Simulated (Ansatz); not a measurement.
# AlGaO (triplet): the correlation ladder, cc-pVDZ

The task here is to estimate one member of a computed series from the others.

Program: Ansatz 0.2.0, Gaussian basis. Level of theory: cc-pVDZ, core rule «outside noble gas», up to 20 orbitals frozen. These are calculated values, not measurements.

The runs, in order: UHF; CCSD(T) on ROHF; CCSD(T) on UHF; BCCD(T) on ROHF; CISD; CCSDT(Q) on ROHF; CCSDT(Q) on UHF.

35 further runs of the same task are left out: 12 for a known fault of the program, 13 that didn't finish, 10 set aside as unsound or not needed.

### What is computed

The geometry is a PBE0/def2-TZVP stationary point (not a proven minimum). No spin-orbit coupling is included. The filled d shell of Ga may be among the frozen orbitals whatever the setting's name suggests; the logs give the count.

3 atoms, charge 0, spin multiplicity 3.

Atoms are counted from 1 here; the program's logs count them from 0.

Bond lengths: Al1–O2 1.696 Å, O2–Ga3 1.801 Å. Angles: Al1–O2–Ga3 180.0°.

Geometry (Å):

```xyz
3
AlGaO
Al    0.0000    0.0000    1.7307
O     0.0000    0.0000    0.0350
Ga    0.0000    0.0000   -1.7657
```

Set-up of the first run:

Input file in.yaml:

```yaml
crystal:
  periodic: [false, false, false]
  atoms:
    - {symbol: Al, position_ang: [0.000000, 0.000000, 1.730700]}
    - {symbol: O, position_ang: [0.000000, 0.000000, 0.035000]}
    - {symbol: Ga, position_ang: [0.000000, 0.000000, -1.765700]}
basis:
  gaussian: {orbitals: cc-pVDZ}
magnetization: {spin_polarized: true, initial_magnetization: 2}
hamiltonian: {xc: hf}
output: {orbitals: {seedname: orbitals}}
```

Started as:

```bash
$ ansatz run in.yaml --threads 1 --pin off --events-out ev --progress --plain --max-ram 2393MiB
```

Among the steps run: UHF; CCSD(T) on ROHF; CCSD(T) on UHF; BCCD(T) on ROHF; CISD; CCSDT(Q) on ROHF; CCSDT(Q) on UHF.

One table of the session follows, with a row left open; its other results are not shown here.

```
   method  from UCCSDT(Q) (kcal/mol)
     ROHF                    +174.99
      UHF                    +174.57
     RMP2                     +15.21
     UMP2                          ?
    RCCSD                      +7.04
    UCCSD                      +7.03
 RCCSD(T)                      +1.54
 UCCSD(T)                      +1.53
  BCCD(T)                      +1.36
   RCCSDT                      +0.82
   UCCSDT                      +0.81
RCCSDT(Q)                      +0.20
UCCSDT(Q)                          0
```

Q: Estimate the row for UMP2 from the others.

As computed: from UCCSDT(Q) (kcal/mol): +15.03. In the column «from UCCSDT(Q) (kcal/mol)» it lies between RCCSD (+7.04) and RMP2 (+15.21).

Not comparable, so not listed: CISD (they don't share determinant, frozen orbitals or solution with the rows shown, or repeat one).

To keep in mind: Restricted and unrestricted rows rest on different reference determinants; where their highest levels disagree by more than a few hundredths of an eV, they describe different states and don't form one ladder.
